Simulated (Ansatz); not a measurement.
# HfAu, space group P4/nmm: a relaxation of cell and ions

With the Python package of Ansatz (0.2.0).

Contents of `hfau.cif`:
```cif
data_HfAu
_cell_length_a 3.483863
_cell_length_b 3.483863
_cell_length_c 6.320522
_cell_angle_alpha 90.00000
_cell_angle_beta 90.00000
_cell_angle_gamma 90.00000
_symmetry_space_group_name_H-M 'P 1'
_symmetry_Int_Tables_number 1
loop_
_symmetry_equiv_pos_as_xyz
'x, y, z'
loop_
_atom_site_label
_atom_site_type_symbol
_atom_site_fract_x
_atom_site_fract_y
_atom_site_fract_z
Hf1 Hf    0.000000    0.500000    0.851580
Hf2 Hf    0.500000    0.000000    0.148420
Au3 Au    0.000000    0.500000    0.371434
Au4 Au    0.500000    0.000000    0.628566
```

The cells in order, each with its output:

**Cell 1**
```python
import ansatz as az
from ase.io import read
import matplotlib.pyplot as plt
import numpy as np
```

**Cell 2**
```python
def edges_and_angles(cell):
    cell = np.asarray(cell)
    a, b, c = np.linalg.norm(cell, axis=1)
    cosines = cell[1] @ cell[2] / (b * c), cell[0] @ cell[2] / (a * c), cell[0] @ cell[1] / (a * b)
    return (a, b, c, *np.degrees(np.arccos(cosines)))

atoms = read("hfau.cif")
xtal = az.Crystal.from_ase(atoms)
```

**Cell 3**
```python
model = (
    xtal.calculation()
    .functional("PBEsol")
    .basis(420)
    .kpoints(density=3.1)
    .occupations("fermi_dirac", width=0.1)
    .relax(force_tolerance=0.03, fix_cell=["c/a", "angles"])
)
steps = []
```

**Cell 4**
```python
def follow(event):
    if event["event"] != "relax_step":
        return
    row = event["data"]
    steps.append(row)
    print(f"step {row['step']:3d}  E = {row['lagrangian_ev']:.5f} eV  largest force component = {row['allowed_force_max_ev_ang']:.4f} eV/A  P = {row['pressure_gpa']:.3f} GPa")
```

**Cell 5**
```python
out = model.session().plan(threads=1).execute(on_event=follow)
rep = out.report
```
Output:
```text
DeckWarning: crystal.symmetry: narrowed to the stabiliser of the fixed cell quantities (relax.cell.fix) — unitary ops 16 → 8. The narrowing is safe, since a smaller group never makes results wrong: [...]
step   1  E = -57212.55344 eV  largest force component = 0.0817 eV/A  P = -2.603 GPa
step   2  E = -57212.48433 eV  largest force component = 0.1640 eV/A  P = 7.992 GPa
step   3  E = -57212.56571 eV  largest force component = 0.0232 eV/A  P = -0.229 GPa
step   4  E = -57212.56589 eV  largest force component = 0.0018 eV/A  P = 0.001 GPa
step   5  E = -57212.56551 eV  largest force component = 0.0017 eV/A  P = 0.003 GPa
```

**Cell 6**
```python
rep["published_state_doubts"]
```
Output:
```text
[]
```

**Cell 7**
```python
type(out).__name__, type(rep).__name__
```
Output:
```text
('RunOutcome', 'dict')
```

**Cell 8**
```python
rep["n_electrons"]
```
Output:
```text
90.0
```

**Cell 9**
```python
first, last = steps[0], steps[-1]
symbols = [site.symbol for site in out.lattice.sites]
print(f"energy gained {first['lagrangian_ev'] - last['lagrangian_ev']:.4f} eV in {len(steps) - 1} steps")
for label, vectors in (("before", first["cell_ang"]), ("after", out.lattice.cell_ang)):
    print(label, "a b c (A) {:.4f} {:.4f} {:.4f}  angles {:.2f} {:.2f} {:.2f}".format(*edges_and_angles(vectors)), f" V = {abs(np.linalg.det(vectors)):.3f} A^3")
print("final stress xx yy zz (GPa, compression positive):", np.round(np.diag(rep["stress_gpa"]), 3) + 0.0)
```
Output:
```text
energy gained 0.0121 eV in 4 steps
before a b c (A) 3.4839 3.4839 6.3205  angles 90.00 90.00 90.00  V = 76.714 A^3
after a b c (A) 3.4638 3.4643 6.2841  angles 90.00 90.00 90.00  V = 75.408 A^3
final stress xx yy zz (GPa, compression positive): [ 0.059  0.047 -0.097]
```

**Cell 10**
```python
print("relaxed fractional positions")
for site in out.lattice.sites:
    print(f"  {site.symbol:2s}", " ".join(f"{v % 1:8.5f}" for v in np.round(site.position_frac, 5)))
```
Output:
```text
relaxed fractional positions
  Hf  0.00000  0.50000  0.85109
  Hf  0.50000  0.00000  0.14891
  Au  0.00000  0.50000  0.37330
  Au  0.50000  0.00000  0.62670
```

**Cell 11**
```python
fig, (top, bottom) = plt.subplots(2, 1, sharex=True, figsize=(4.5, 4))
top.plot([s["lagrangian_ev"] - last["lagrangian_ev"] for s in steps], "o-")
top.set_ylabel("E - E(final) (eV)")
bottom.semilogy([max(s["allowed_force_max_ev_ang"], 1e-6) for s in steps], "s-")
bottom.set(xlabel="step", ylabel="largest force (eV/A)")
fig.tight_layout()
fig.savefig("relax.png", dpi=100)

energy = rep["free_energy_ev"]
print("F of the HfAu cell: {:.6f} eV = {:.6f} Ry = {:.6f} Ha".format(energy, energy / 13.605693, energy / 27.211386))
print("Fermi level {:.4f} eV, {} k-points, {} symmetry operations".format(rep["fermi_energy_ev"], rep["n_kpoints"], rep["n_symmetry_ops"]))
```
Output:
```text
F of the HfAu cell: -57212.565510 eV = -4205.046043 Ry = -2102.523021 Ha
Fermi level 21.2321 eV, 48 k-points, 8 symmetry operations
```

What to keep in mind:
- Total energies depend on the potentials; only differences at equal settings carry meaning. A total without «per atom» is that of the whole cell that was run.
- No spin polarisation was allowed.
- For a metal this k-point mesh is coarse: on a finer one energies can move by several to tens of meV an atom and pressures by half a GPa or more, differences at one mesh by less.
- An absolute Fermi energy rests on an arbitrary zero of the periodic potential and has no direct meaning.
- Energies along a relaxation are free energies. Rows at an unchanged volume are solved on a plane-wave basis chosen afresh for that cell, so the energy can jump there; the script counts such rows among its steps.
- Spin-orbit coupling, which matters for elements this heavy, is left out.
- This cell is a computed structure, which may not be the phase found in nature.
- Warnings are shown shortened and without file and line.
- Timing: 49 s on 1 thread of Arm Neoverse V2, with other jobs on the host, peak memory 0.61 GiB.
